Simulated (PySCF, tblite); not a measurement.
**C5H11B2 radical: geometry, infrared bands and EPR parameters**

What infrared bands and EPR parameters should C5H11B2 radical (`B/C=C(/BC)C[CH2]`) show?

The runs use tblite 0.8.0 and PySCF 2.14.0, with density-fitted response routines of our own; the level of theory stands in each step. All values are computed, except where a source is named. Atoms count from 0, in the outputs and in this text.

## Step 1: Starting geometry

18 atoms, charge 0, multiplicity 2; geometry from: force field or distance geometry start.

Bonds of the start (Å): B0–C1 1.56, C1–C2 1.35, C2–B3 1.57, B3–C4 1.58, C2–C5 1.53, C5–C6 1.52, B0–H7 1.18, B0–H8 1.18, C1–H9 1.10, B3–H10 1.19, C4–H11 1.11, C4–H12 1.11, C4–H13 1.12, C5–H14 1.10, C5–H15 1.10, C6–H16 1.11, C6–H17 1.11.

## Step 2: Optimising the geometry with GFN2-xTB

Job settings and geometry (Å):

```
{"job": {"kind": "relax", "xc": "GFN2-xTB", "basis": "xTB"}, "charge": 0, "multiplicity": 2}
B     -2.630400    -0.899000     0.500000
C     -1.096500    -1.183800     0.541300
C     -0.135400    -0.510100    -0.130800
B      1.371300    -0.896700     0.094700
C      2.578300    -0.120500    -0.565200
C     -0.483500     0.646500    -1.063700
C     -0.716600     1.924300    -0.266100
H     -3.367800    -1.554900     1.149200
H     -3.082200     0.000400    -0.117100
H     -0.805100    -2.005000     1.213000
H      1.628000    -1.788000     0.845700
H      3.537500    -0.534800    -0.203000
H      2.516400     0.958700    -0.298700
H      2.538600    -0.237800    -1.677500
H     -1.382100     0.420100    -1.664200
H      0.336000     0.827400    -1.778200
H     -1.018900     2.748100    -0.939400
H      0.203600     2.211200     0.281800
```

Run with:

```bash
> OMP_NUM_THREADS=1 python probes_run.py task.json out
```

The driver reads the jobs from task.json and runs them one after another.

**Question.** This job is followed by: GFN2-xTB harmonic vibrations, gas phase; UKS B3LYP, pcH-1 on B C H, non-relativistic, mean-field spin-orbit, GIAO. Predict these results of the whole session: strongest single infrared mode (GFN2-xTB); zero-point energy (GFN2-xTB); g(iso) (B3LYP); ⟨S²⟩; largest a(iso); potential on the surface of density 0.002 e/bohr³, 1st and 99th percentile.

As calculated:

```
                                                                  quantity                  value
                                 strongest single infrared mode (GFN2-xTB)  2617 cm⁻¹, 279 km/mol
                                              zero-point energy (GFN2-xTB)          90.6 kcal/mol
                                                            g(iso) (B3LYP)                2.00252
                                                                      ⟨S²⟩     0.753 (exact 0.75)
                                                            largest a(iso)    1H on H9, -39.6 MHz
potential on the surface of density 0.002 e/bohr³, 1st and 99th percentile     -0.67 V and 1.12 V
```

**Reading.** Over 144 steps the energy fell by 1.600 eV; of the close pairs, C2–C6 changed most, 2.506 to 1.553 Å. The frame itself reshapes: C2···C6 goes from 2.51 to 1.55 Å. All 48 modes are real, so the xTB geometry is a minimum. Unscaled tight-binding wavenumbers are off by several per cent, some by more. Its intensities can rank the bands wrongly. The structure rearranged or came apart on optimisation; the results belong to the end geometry, not to the formula as drawn. C1 carries the largest spin population, 0.72 e. The isotropic g lies 0.2 ppt above the free-electron value. These values are for one conformer; the search (at its own cheap level) found 2 more, at 0.28, 0.76 kcal/mol, and measured spectra average over such forms.
